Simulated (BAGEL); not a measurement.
# C2H4BClN (SMILES [H]/[C]=C\B(N)Cl) at UHF/3-21G (density fitting with qzvpp-jkfit)

Aim: the vertical doublet–quartet gap of C2H4BClN at UHF/3-21G (density fitting with qzvpp-jkfit), from 2 runs. 

The calculation is run with BAGEL 1.2.2.

1 further run of the same task is left out (set aside as unsound or not needed). Runs told in other sessions of the task aren't counted.

## Step 1: The structure to begin with

C2H4BClN: 9 atoms, total charge 0, spin state doublet. SMILES: `[H]/[C]=C\B(N)Cl`. Geometry: relaxed at GFN2-xTB. This is one conformer, not always the lowest.

Bond lengths: C1–C2 1.298 Å, C2–B3 1.578 Å, B3–N4 1.387 Å, B3–Cl5 1.732 Å, C1–H6 1.068 Å, C2–H7 1.088 Å, N4–H8 1.006 Å, N4–H9 1.007 Å. Angles: C1–C2–B3 127.1°, C2–B3–N4 120.6°, C2–B3–Cl5 121.2°, N4–B3–Cl5 118.3°, C1–C2–H7 118.7°, B3–C2–H7 114.2°, C2–C1–H6 135.7°, B3–N4–H8 123.7°, B3–N4–H9 123.0°, H8–N4–H9 113.2°.

## Step 2: A single-point energy at UHF/3-21G (density fitting with qzvpp-jkfit)

Input file input.json:

```json
{ "bagel": [

{
  "title": "molecule",
  "basis": "3-21g",
  "df_basis": "qzvpp-jkfit",
  "angstrom": true,
  "geometry": [
    { "atom": "C", "xyz": [   -0.946930,    1.388180,    1.372170 ] },
    { "atom": "C", "xyz": [   -0.321040,    0.325010,    0.968690 ] },
    { "atom": "B", "xyz": [    0.052590,   -0.052210,   -0.516980 ] },
    { "atom": "N", "xyz": [    0.812020,   -1.180090,   -0.788310 ] },
    { "atom": "Cl", "xyz": [   -0.466760,    0.926940,   -1.848380 ] },
    { "atom": "H", "xyz": [   -1.368540,    2.250710,    0.903700 ] },
    { "atom": "H", "xyz": [    0.002240,   -0.403350,    1.709250 ] },
    { "atom": "H", "xyz": [    1.159950,   -1.802440,   -0.079320 ] },
    { "atom": "H", "xyz": [    1.076470,   -1.452760,   -1.720830 ] }
  ]
},
{ "title": "uhf", "charge": 0, "nopen": 1 },
{ "title": "print", "file": "orbitals.molden", "orbitals": true }

]}
```

Run with:

```
$ BAGEL_NUM_THREADS=1 BAGEL input.json > input.out
```

What it wrote:

```text
* using 1 threads per process

  ===============================================================
  ===============================================================

  *** Geometry ***

  { "atom" : "C", "xyz" : [     -1.789438,      2.623280,      2.593025 ] },
  { "atom" : "C", "xyz" : [     -0.606678,      0.614180,      1.830559 ] },
  { "atom" : "B", "xyz" : [      0.099381,     -0.098663,     -0.976951 ] },
  { "atom" : "N", "xyz" : [      1.534495,     -2.230047,     -1.489690 ] },
  { "atom" : "Cl", "xyz" : [     -0.882049,      1.751663,     -3.492932 ] },
  { "atom" : "H", "xyz" : [     -2.586166,      4.253225,      1.707745 ] },
  { "atom" : "H", "xyz" : [      0.004233,     -0.762221,      3.230014 ] },
  { "atom" : "H", "xyz" : [      2.191988,     -3.406118,     -0.149893 ] },
  { "atom" : "H", "xyz" : [      2.034233,     -2.745319,     -3.251897 ] },

  Number of auxiliary basis functions:      502

  Since a DF basis is specified, we compute 2- and 3-index integrals:
    o Being stored without compression. Storage requirement is 0.013 GB

  Number of basis functions:       57
  Number of electrons      :       45

    * METHOD: MOLECULE                             0.48

  *** Open-shell HF ***

  === Nuclear Repulsion ===
   181.6542089931

      * DIIS with orbital gradients will be used.

  === UHF iteration (3-21g) ===
      0       -613.51305355          0.03993824           0.26
      1       -613.62225017          0.01725451           0.19
      2       -613.63930301          0.00903705           0.18
      3       -613.64443474          0.00167979           0.18
      4       -613.64606371          0.00059057           0.18
      5       -613.64687816          0.00025898           0.20
      6       -613.64785746          0.00011611           0.19
      7       -613.64857433          0.00008977           0.18
      8       -613.64973285          0.00008504           0.18
      9       -613.65026802          0.00007342           0.18
     10       -613.65047927          0.00004411           0.18
     11       -613.65054298          0.00001709           0.18
     12       -613.65055366          0.00001266           0.18
     13       -613.65055850          0.00000503           0.19
     14       -613.65055947          0.00000195           0.18
     15       -613.65055970          0.00000062           0.17
     16       -613.65055971          0.00000032           0.17
     17       -613.65055971          0.00000022           0.18
     18       -613.65055971          0.00000014           0.18
     19       -613.65055971          0.00000007           0.18
     20       -613.65055971          0.00000003           0.18
     21       -613.65055971          0.00000002           0.18
     22       -613.65055971          0.00000001           0.19
     23       -613.65055971          0.00000001           0.20
    * SCF iteration converged.

    * S^2 (UHF) is 0.9708

    * Permanent dipole moment:
           (   -0.603268,     0.944765,    -0.385836) a.u.

    * METHOD: UHF                                  4.84

    * METHOD: PRINT                                0.02

  ===============================================================
```

Wall time 6 s (1 thread of AMD EPYC, shared host); peak memory 0.093 GiB.

## Step 3: The quartet

input.json, as its differences from that of step 2:

```diff
@@ -19,4 +19,11 @@
 },
-{ "title": "uhf", "charge": 0, "nopen": 1 },
-{ "title": "print", "file": "orbitals.molden", "orbitals": true }
+{
+  "title": "uhf",
+  "nopen": 3
+},
+{
+  "title": "print",
+  "file": "orbitals.molden",
+  "orbitals": true
+}
```

Run with:

```
$ BAGEL_NUM_THREADS=1 BAGEL input.json > input.out
```

What it wrote:

```text
* using 1 threads per process

  ===============================================================
  ===============================================================

  *** Geometry ***

  { "atom" : "C", "xyz" : [     -1.789438,      2.623280,      2.593025 ] },
  { "atom" : "C", "xyz" : [     -0.606678,      0.614180,      1.830559 ] },
  { "atom" : "B", "xyz" : [      0.099381,     -0.098663,     -0.976951 ] },
  { "atom" : "N", "xyz" : [      1.534495,     -2.230047,     -1.489690 ] },
  { "atom" : "Cl", "xyz" : [     -0.882049,      1.751663,     -3.492932 ] },
  { "atom" : "H", "xyz" : [     -2.586166,      4.253225,      1.707745 ] },
  { "atom" : "H", "xyz" : [      0.004233,     -0.762221,      3.230014 ] },
  { "atom" : "H", "xyz" : [      2.191988,     -3.406118,     -0.149893 ] },
  { "atom" : "H", "xyz" : [      2.034233,     -2.745319,     -3.251897 ] },

  Number of auxiliary basis functions:      502

  Since a DF basis is specified, we compute 2- and 3-index integrals:
    o Being stored without compression. Storage requirement is 0.013 GB

  Number of basis functions:       57
  Number of electrons      :       45

    * METHOD: MOLECULE                             0.49

  *** Open-shell HF ***

  === Nuclear Repulsion ===
   181.6542089931

      * DIIS with orbital gradients will be used.

  === UHF iteration (3-21g) ===
      0       -613.37869480          0.03768181           0.19
      1       -613.49768814          0.01593428           0.18
      2       -613.51883904          0.00879623           0.18
      3       -613.52486640          0.00220131           0.18
      4       -613.52728943          0.00067870           0.18
      5       -613.52768678          0.00033440           0.20
      6       -613.52778924          0.00009974           0.18
      7       -613.52780513          0.00003969           0.18
      8       -613.52780868          0.00001330           0.19
      9       -613.52780912          0.00000701           0.20
     10       -613.52780928          0.00000467           0.19
     11       -613.52780936          0.00000212           0.19
     12       -613.52780937          0.00000091           0.18
     13       -613.52780937          0.00000036           0.19
     14       -613.52780937          0.00000017           0.18
     15       -613.52780937          0.00000007           0.18
     16       -613.52780937          0.00000003           0.19
     17       -613.52780937          0.00000001           0.18
     18       -613.52780937          0.00000001           0.19
    * SCF iteration converged.

    * S^2 (UHF) is 3.7682

    * Permanent dipole moment:
           (   -0.622171,     1.005835,    -0.517692) a.u.

    * METHOD: UHF                                  3.85

    * METHOD: PRINT                                0.02

  ===============================================================
```

It took 5.1 s on 1 thread of AMD EPYC, shared host; peak memory 0.092 GiB.

## Step 4: What came out

At UHF/3-21G (density fitting with qzvpp-jkfit):

| quantity | value |
| --- | --- |
| doublet: total energy | -613.65056 Eh |
| doublet: dipole moment | 3.01 D |
| doublet: ⟨S²⟩ | 0.971 |
| quartet: total energy | -613.52781 Eh |
| quartet: dipole moment | 3.28 D |
| quartet: ⟨S²⟩ | 3.768 |
| vertical energy of the quartet above the doublet | 3.340 eV |

At this shape the quartet lies 3.34 eV (77 kcal/mol) above the doublet. ⟨S²⟩ (doublet) is 0.97 where a pure doublet has 0.75: the reference is spin-contaminated.
